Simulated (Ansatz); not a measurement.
# GaNHS (sextet): wave-function methods side by side, cc-pVDZ

An exercise on one series of results from a longer session: the logs are not shown, and one member is left open.

The runs use Ansatz 0.2.0, Gaussian basis; cc-pVDZ, core rule «outside noble gas», up to 20 orbitals frozen.

Plan: UHF; CCSD(T) on ROHF; CCSD(T) on UHF; BCCD(T) on ROHF; CISD as a restricted active space (open shells left free, so some higher excitations enter); CCSDT(Q) on ROHF; CCSDT(Q) on UHF.

26 further runs of the same task are left out: 7 for a known fault of the program, 10 that didn't finish, 9 set aside as unsound or not needed. Runs told in other sessions of the task aren't counted.

### The system

The geometry is a PBE0/def2-TZVP stationary point (not a proven minimum) of the parent state, kept for this charge and spin. No spin-orbit coupling is included. The filled d shell of Ga may be among the frozen orbitals whatever the setting's name suggests.

4 atoms, charge 0, spin multiplicity 6.

Atoms are counted from 1 here; the program's logs count them from 0.

Bond lengths: N1–Ga2 1.958 Å, N1–H4 1.030 Å, Ga2–S3 2.153 Å. Angles: Ga2–N1–H4 113.3°, N1–Ga2–S3 92.6°.

The first run:

in.yaml

```yaml
crystal:
  periodic: [false, false, false]
  atoms:
    - {symbol: N, position_ang: [0.000000, -1.403476, 1.173608]}
    - {symbol: Ga, position_ang: [0.000000, 0.426448, 0.478262]}
    - {symbol: S, position_ang: [0.000000, -0.247562, -1.566231]}
    - {symbol: H, position_ang: [0.000000, -2.120276, 0.433493]}
basis:
  gaussian: {orbitals: cc-pVDZ}
magnetization: {spin_polarized: true, initial_magnetization: 5}
hamiltonian: {xc: hf}
output: {orbitals: {seedname: orbitals}}
```

Command:

```bash
$ ansatz run in.yaml --threads 1 --pin off --events-out ev --progress --plain --max-ram 2393MiB
```

Among the steps run: UHF; CCSD(T) on ROHF; CCSD(T) on UHF; BCCD(T) on ROHF; CISD as a restricted active space (open shells left free, so some higher excitations enter); CCSDT(Q) on ROHF; CCSDT(Q) on UHF.

One of the session's tables, all rows but one given; the rest of the session is left out.

It belongs to the step «Misses and costs». 

| method | from UCCSDT(Q) (meV) |
| --- | --- |
| ROHF | +8397.6 |
| UHF | +8033.5 |
| RMP2 | +1520.8 |
| UMP2 | ? |
| RCCSD | +317.6 |
| UCCSD | +292.6 |
| RCCSD(T) | +88.1 |
| UCCSD(T) | +71.9 |
| BCCD(T) | +82.2 |
| RCCSDT | +38.2 |
| UCCSDT | +21.3 |
| RCCSDT(Q) | +18.5 |
| UCCSDT(Q) | 0 |

**Question.** Estimate the row for UMP2.

The run gave: from UCCSDT(Q) (meV): +1487.7. In the column «from UCCSDT(Q) (meV)» it lies between RCCSD (+317.6) and RMP2 (+1520.8).

Not comparable, so not listed: CISD as a restricted active space (open shells left free, so some higher excitations enter) (they don't share determinant, frozen orbitals or solution with the rows shown, or repeat one).

To keep in mind: Restricted and unrestricted rows rest on different reference determinants; a gap between their highest levels can come from leftover correlation error, from unlike frozen cores or from another state.
